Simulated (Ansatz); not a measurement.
# TePb: a surface, (100), 4 layers

What do the surfaces of TePb (100), 4 layers cost, and how tightly do they hold an electron? Methods of the runs shown: LAPW. Companion runs by PAW are cited. Its runs: bulk in the slab's orientation (LAPW); the reference run (LAPW); at the positions relaxed by PAW (LAPW); vacuum of 9 Å (LAPW).

Program: Ansatz 0.2.0. Level of theory: DFT, PBE, all-electron LAPW, scalar-relativistic. These are calculated values, not measurements.

### 1 The starting structure

The structure is cubic, space group Fm-3m (No. 225). Conventional cell: a = 6.567 Å, b = 6.567 Å, c = 6.567 Å, α = 90.00°, β = 90.00°, γ = 90.00°. Pb (site symmetry m-3m) is surrounded by 6 Te at 3.28 Å. Around Te (site symmetry m-3m) lie 6 Pb at 3.28 Å.

As a file:

```cif
data_structure
_symmetry_space_group_name_H-M 'Fm-3m'
_symmetry_Int_Tables_number 225
_cell_length_a 6.5671
_cell_length_b 6.5671
_cell_length_c 6.5671
_cell_angle_alpha 90.000
_cell_angle_beta 90.000
_cell_angle_gamma 90.000
_cell_volume 283.22
loop_
_atom_site_label
_atom_site_type_symbol
_atom_site_symmetry_multiplicity
_atom_site_Wyckoff_symbol
_atom_site_fract_x
_atom_site_fract_y
_atom_site_fract_z
_atom_site_occupancy
Pb1 Pb 4 a 0.00000 0.00000 0.00000 1
Te1 Te 4 b 0.00000 0.50000 0.00000 1
```

The file gives the conventional cell by its symmetry; the runs use the cell typed in the input.

Atoms are numbered in the order of the input: Pb1, Pb2, Te3, Te4.

### 2 Bulk in the slab's orientation, LAPW

input.yaml

```yaml
crystal:
  lattice:
    - [3.2835710024, 3.2835710024, 0.0]
    - [-3.2835710024, 3.2835710024, 0.0]
    - [0.0, 0.0, 6.5671420048]
  atoms:
    - { symbol: Pb, position: [0.0, 0.0, 0.0] }
    - { symbol: Pb, position: [0.5, 0.5, 0.5] }
    - { symbol: Te, position: [0.5, 0.5, 0.0] }
    - { symbol: Te, position: [0.0, 0.0, 0.5] }
kpoints:
  mp_grid: { grid: [6, 6, 4] }
scf:
  occupations: { method: fermi_dirac, width: 0.02 }
hamiltonian:
  xc: pbe
  pseudopotentials: { kind: all_electron, lapw: { basis_error: 0.001 } }
output:
  forces: true
  stress: true
  eigenvalues: true
```

Command:

```sh
ansatz run input.yaml --threads 3 --pin off --max-ram 8192MiB --backend cpu --events-out ev --progress --plain --runs-dir out
```

### 4 Slab as cut, LAPW

input.yaml

```yaml
crystal:
  lattice:
    - [4.6436706446, 0.0, 0.0]
    - [0.0, 4.6436706446, 0.0]
    - [0.0, 0.0, 25.8507]
  atoms:
    - { symbol: Pb, position: [0.0, 0.0, 0.3094691245] }
    - { symbol: Te, position: [0.5, 0.5, 0.3094691245] }
    - { symbol: Pb, position: [0.5, 0.5, 0.4364897077] }
    - { symbol: Te, position: [0.0, 0.0, 0.4364897077] }
    - { symbol: Pb, position: [0.0, 0.0, 0.5635102916] }
    - { symbol: Te, position: [0.5, 0.5, 0.5635102916] }
    - { symbol: Pb, position: [0.5, 0.5, 0.6905308755] }
    - { symbol: Te, position: [0.0, 0.0, 0.6905308755] }
kpoints:
  mp_grid: { grid: [6, 6, 1] }
scf:
  occupations: { method: fermi_dirac, width: 0.02 }
hamiltonian:
  xc: pbe
  pseudopotentials: { kind: all_electron, lapw: { basis_error: 0.001 } }
output:
  forces: true
  stress: true
  eigenvalues: true
  populations: true
  dos: { projected: true, de: 0.2, e_range: [-14, 8] }
efield:
  axis: 3
  amplitude: 0
  dipole_correction: true
```

### 5 At the positions relaxed by PAW, LAPW

input.yaml

```yaml
crystal:
  lattice:
    - [4.6436706446, 0.0, 0.0]
    - [0.0, 4.6436706446, 0.0]
    - [0.0, 0.0, 25.8507]
  atoms:
    - { symbol: Pb, position: [0.0, 0.0, 0.3175913338] }
    - { symbol: Te, position: [0.5, 0.5, 0.3069162122] }
    - { symbol: Pb, position: [0.5, 0.5, 0.4270790898] }
    - { symbol: Te, position: [0.0, 0.0, 0.4363254669] }
    - { symbol: Pb, position: [0.0, 0.0, 0.5729215661] }
    - { symbol: Te, position: [0.5, 0.5, 0.5636721334] }
    - { symbol: Pb, position: [0.5, 0.5, 0.6824085156] }
    - { symbol: Te, position: [0.0, 0.0, 0.6930856807] }
kpoints:
  mp_grid: { grid: [6, 6, 1] }
scf:
  occupations: { method: fermi_dirac, width: 0.02 }
hamiltonian:
  xc: pbe
  pseudopotentials: { kind: all_electron, lapw: { basis_error: 0.001 } }
output:
  forces: true
  stress: true
  eigenvalues: true
efield:
  axis: 3
  amplitude: 0
  dipole_correction: true
```

### 6 Vacuum of 9 Å, LAPW

input.yaml

```yaml
crystal:
  lattice:
    - [4.6436706446, 0.0, 0.0]
    - [0.0, 4.6436706446, 0.0]
    - [0.0, 0.0, 18.9828]
  atoms:
    - { symbol: Pb, position: [0.0, 0.0, 0.2515953297] }
    - { symbol: Te, position: [0.5, 0.5, 0.2370579925] }
    - { symbol: Pb, position: [0.5, 0.5, 0.4006953116] }
    - { symbol: Te, position: [0.0, 0.0, 0.4132869904] }
    - { symbol: Pb, position: [0.0, 0.0, 0.5993030038] }
    - { symbol: Te, position: [0.5, 0.5, 0.586707164] }
    - { symbol: Pb, position: [0.5, 0.5, 0.7484018874] }
    - { symbol: Te, position: [0.0, 0.0, 0.7629420075] }
kpoints:
  mp_grid: { grid: [6, 6, 1] }
scf:
  occupations: { method: fermi_dirac, width: 0.02 }
hamiltonian:
  xc: pbe
  pseudopotentials: { kind: all_electron, lapw: { basis_error: 0.001 } }
output:
  forces: true
  stress: true
  eigenvalues: true
efield:
  axis: 3
  amplitude: 0
  dipole_correction: true
```

(Steps that only read results are left out.)

Before running it: what results should come out? Wanted: surface energy; work function (for each run or level that gives them).

As calculated:

| quantity | value |
| --- | --- |
| surface energy (LAPW, relaxed) | 0.14 J/m² |
| work function (LAPW, relaxed) | 4.14 eV |
| surface energy (PAW, relaxed) | 0.14 J/m² |
| work function (PAW, relaxed) | 4.14 eV |

By LAPW the surface costs 0.21 J/m² as cut and 0.14 J/m² relaxed. Vacuum of 9 Å moves the work function by less than 0.01 eV (LAPW). Vacuum of 9 Å moves the work function by -0.02 eV (PAW). With a gap the Fermi level lies anywhere inside it, so the work function printed is no measured quantity. Thickness wasn't converged, and no reconstruction was sought. Spin-orbit coupling is left out, though the cell holds Pb; in elements this heavy it can shift bands and gaps by tenths of an eV. The program warned that the vacuum holds more density than its bound, so energies and levels may be slightly off.

These are semilocal Kohn-Sham gaps, which aren't the measured quantity. Such gaps usually fall short of the measured ones; spin-orbit coupling, left out here, narrows gaps with Pb, Te, so the two errors partly cancel.
